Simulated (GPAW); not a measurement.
The system is TaN.

```
CELL_PARAMETERS angstrom
0.00000 2.17900 2.17900
2.17900 0.00000 2.17900
2.17900 2.17900 0.00000
ATOMIC_POSITIONS crystal
Ta 0.50000 0.50000 0.50000
N 0.00000 0.00000 0.00000
```

Base run:

```yaml
Program: GPAW 26.7.0
Functional: PBE
Potentials_or_basis: GPAW PAW data sets (gpaw-data 1.2.1)
Cutoff: 600 eV
Basis: pw
k_mesh: 7 × 7 × 7
Occupations: gaussian, width 0.05 eV
Spin: collinear spin, ferromagnetic start
Starting_moments: "[2.0, 0.0] μB"
Fixed_moment: 2 μB
Hubbard_terms: Ta d U = 2 eV
```

Its results: pressure 41.8 GPa; net moment 2.00 μB per cell.

Question: The run is repeated on the same cell with these changes: fixed moment from 2 μB to none; start of the occupation matrix from atoms to random. What comes out?

Answer: Pressure 13.3 GPa; net moment 0.00 μB per cell.

Caveats: the cutoff is short for stress and forces, so pressures can be off by a GPa or more; a pressure of tens of GPa on the cell as given is suspect, and the run, the potentials or the cell itself is likely at fault (some runs); the total moment is fixed, so each spin has its own Fermi level (some runs); the occupation matrix was held by a function in the script for the first cycles and then freed (some runs); the end state hangs on it (some runs).
